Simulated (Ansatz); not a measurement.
# SnO: biaxial strain in the a-b plane

The task here is to estimate one member of a computed series from the others.

Program: Ansatz 0.2.0. Level of theory: DFT r2SCAN, scalar-relativistic, plane waves, PAW. These are calculated values, not measurements.

2 further runs of the same task are left out: 2 set aside as unsound or not needed.

### The starting structure

The structure is tetragonal, space group P4/nmm (No. 129). The conventional cell has a = 3.808 Å, b = 3.808 Å, c = 4.936 Å, α = 90.00°, β = 90.00°, γ = 90.00°. Sn (site symmetry 4mm) has 4 O at 2.22 Å as nearest neighbours. O (site symmetry -4m2) has 4 Sn at 2.22 Å as nearest neighbours.

As a file:

```cif
data_structure
_symmetry_space_group_name_H-M 'P4/nmm:1'
_symmetry_Int_Tables_number 129
_cell_length_a 3.8078
_cell_length_b 3.8078
_cell_length_c 4.9361
_cell_angle_alpha 90.000
_cell_angle_beta 90.000
_cell_angle_gamma 90.000
_cell_volume 71.57
loop_
_atom_site_label
_atom_site_type_symbol
_atom_site_symmetry_multiplicity
_atom_site_Wyckoff_symbol
_atom_site_fract_x
_atom_site_fract_y
_atom_site_fract_z
_atom_site_occupancy
Sn1 Sn 2 c 0.00000 0.50000 0.23239 1
O1 O 2 a 0.50000 0.50000 0.00000 1
```

It goes back to an entry of the Materials Project, which need not be the stable form.

It is the result of an earlier relaxation at this level (volume 17.89 Å³/atom; gap on the mesh: 0.36 eV).

The unstrained cell comes from an earlier run at this level (4 atoms, E(σ→0) -13214.6923 eV, gap 0.36 eV over the zone).

The first run:

Input file input.yaml:

```yaml
crystal:
  lattice:
    - [3.7316854615, 0.0, 0.0]
    - [0.0, 3.7316854615, 0.0]
    - [0.0, 0.0, 4.9953597114]
  atoms:
    - { symbol: Sn, position: [0.0, 0.5, 0.2323921714] }
    - { symbol: Sn, position: [0.5, 0.0, 0.7676078286] }
    - { symbol: O, position: [0.5, 0.5, 0.0] }
    - { symbol: O, position: [0.0, 0.0, 0.0] }
basis:
  ecutwfc: 500
kpoints:
  mp_grid: { grid: [10, 10, 8] }
hamiltonian:
  xc: r2scan
scf:
  occupations: { method: gaussian, width: 0.01 }
output:
  forces: true
  stress: true
  eigenvalues: true
  write_density: true
  write_potential: true
  elf: true
  volumetric_format: npy
relax:
  adjacent_minimum: "off"
  f_tol: 0.008
  max_steps: 40
  cell: { stress_tol: 0.015, fix: [a, b, gamma] }
```

Run with:

```console
> ansatz run input.yaml --threads 1 --pin off --max-ram 2560MiB --backend cpu --events-out ev --progress --plain --runs-dir out
```

Steps of the session up to this table: Strain -2.0 %; Band edges over the zone at -2.0 %; The cell strained by +2.0 %; Band edges over the zone at +2.0 %; The cell strained by -4.0 %; Seeking the band edges at -4.0 %; At +4.0 %; The gap over the whole zone at +4.0 %; The cell strained by -6.0 %; Seeking the band edges at -6.0 %; The cell strained by +6.0 %; Seeking the band edges at +6.0 %.

One table of the session follows, with a row left open; its other results are not shown here.

Lengths are those of the vectors of the cell that was run; stresses in GPa:

```
strain (%)  ΔE (meV/atom)  a (Å)  b (Å)  c (Å)
      -6.0           82.4  3.579  3.579  5.538
      -4.0           35.6  3.656  3.656  5.210
      -2.0            8.6  3.732  3.732  5.044
      +0.0            0.0  3.808  3.808  4.936
      +2.0              ?      ?      ?      ?
      +4.0           29.8  3.960  3.960  4.782
      +6.0           63.7  4.036  4.036  4.707
```

Estimate the missing values for strain (%) = +2.0.

Worked estimate for «ΔE (meV/atom)». A straight line through the neighbours (0.0, 0.0) and (4.0, 29.8) gives 0.0 + (29.8 − 0.0) × (2.0 − 0.0) / (4.0 − 0.0) = 14.9; a parabola fitted to 4 rows on both sides gives 7.8.

The run gave: ΔE (meV/atom): 7.8; a (Å): 3.884; b (Å): 3.884; c (Å): 4.855. In «ΔE (meV/atom)» the line misses by +7.1 and the parabola by 0.0.

ΔE is over the unstrained cell. Stress in GPa, positive in compression, on the Cartesian axes of the input.

Caveats from the session: Layers here are held mostly by dispersion, which this level lacks, so their spacing and the stiffness across them are unreliable there.
